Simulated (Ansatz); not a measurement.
# C₃H₅ClTe: small, medium and large basis sets

One table from this session's results is given with a row withheld; the runs are named, their logs left out.

The runs use Ansatz 0.2.0, Gaussian basis; one geometry, several basis sets.

The runs, in order: PBE0-D4/def2-SVP; ωB97M-V/def2-SVP; PBE0-D4/def2-QZVPP; ωB97M-V/def2-QZVPP; the functionals' def2-TZVPP values are taken from earlier runs.

2 further runs of the same task are left out: 2 for a known fault of the program.

## The geometry

All runs share one geometry, relaxed beforehand with PBE0-D4 in a triple-zeta def2 set. Te takes the def2 core potential; no spin-orbit term is included.

SMILES `ClC1([TeH])CC1`, 10 atoms, charge 0, spin multiplicity 1.

Atoms are counted from 1 here; the program's logs count them from 0.

Bond lengths: Cl1–C2 1.762 Å, C2–Te3 2.120 Å, C2–C4 1.497 Å, C2–C5 1.494 Å, Te3–H6 1.659 Å, C4–C5 1.500 Å, C4–H7 1.083 Å, C4–H8 1.082 Å, C5–H9 1.083 Å, C5–H10 1.082 Å. Angles: Cl1–C2–Te3 115.5°, Cl1–C2–C4 116.4°, Cl1–C2–C5 116.2°, Te3–C2–C4 117.3°, Te3–C2–C5 120.0°, C4–C2–C5 60.2°, C2–Te3–H6 93.4°, C2–C4–C5 59.8°, C2–C4–H7 118.3°, C2–C4–H8 116.3°, C5–C4–H7 118.6°, C5–C4–H8 117.8°, H7–C4–H8 115.0°, C2–C5–C4 60.0°, C2–C5–H9 116.3°, C2–C5–H10 117.8°, C4–C5–H9 117.6°, C4–C5–H10 118.7° and more.

Coordinates:

```xyz
10
C3H5ClTe
Cl   -2.12505    0.56211    0.19307
C    -0.53344   -0.15455   -0.04647
Te   -0.48402   -1.87568   -1.28366
C     0.39103   -0.12867    1.13069
C     0.62496    0.78954   -0.03205
H    -0.68824   -1.00020   -2.67768
H     1.06293   -0.96597    1.27423
H    -0.00537    0.30131    2.04153
H     0.38770    1.83753    0.10141
H     1.45269    0.58336   -0.69809
```

The first run:

Contents of in.yaml:

```yaml
crystal:
  periodic: [false, false, false]
  atoms:
    - {symbol: Cl, position_ang: [-2.125047, 0.562109, 0.193075]}
    - {symbol: C, position_ang: [-0.533443, -0.154548, -0.046470]}
    - {symbol: Te, position_ang: [-0.484016, -1.875678, -1.283657]}
    - {symbol: C, position_ang: [0.391027, -0.128669, 1.130694]}
    - {symbol: C, position_ang: [0.624955, 0.789543, -0.032049]}
    - {symbol: H, position_ang: [-0.688235, -1.000197, -2.677684]}
    - {symbol: H, position_ang: [1.062935, -0.965967, 1.274231]}
    - {symbol: H, position_ang: [-0.005367, 0.301312, 2.041531]}
    - {symbol: H, position_ang: [0.387697, 1.837532, 0.101414]}
    - {symbol: H, position_ang: [1.452693, 0.583364, -0.698086]}
basis:
  gaussian: {orbitals: def2-SVP}
hamiltonian: {xc: pbe0, dispersion: d4}
output: {orbitals: {seedname: orbitals}}
```

Run with:

```bash
ansatz run in.yaml --threads 4 --pin off --events-out ev --progress --plain --max-ram 10444MiB
```

Among the steps run: PBE0-D4 in def2-SVP; ωB97M-V in def2-SVP; PBE0-D4 in def2-QZVPP; ωB97M-V in def2-QZVPP.

One of the session's tables, all rows but one given; the rest of the session is left out.

It belongs to the step «Functionals by basis». 

```
functional       basis  HOMO (eV)
   PBE0-D4    def2-SVP          ?
   PBE0-D4  def2-TZVPP      -6.38
   PBE0-D4  def2-QZVPP      -6.41
   ωB97M-V    def2-SVP      -8.37
   ωB97M-V  def2-TZVPP      -8.51
   ωB97M-V  def2-QZVPP      -8.54
```

Q: Estimate the row for PBE0-D4, def2-SVP from the others.

**Answer.** HOMO (eV): -6.26. In the column «HOMO (eV)» it is the highest.
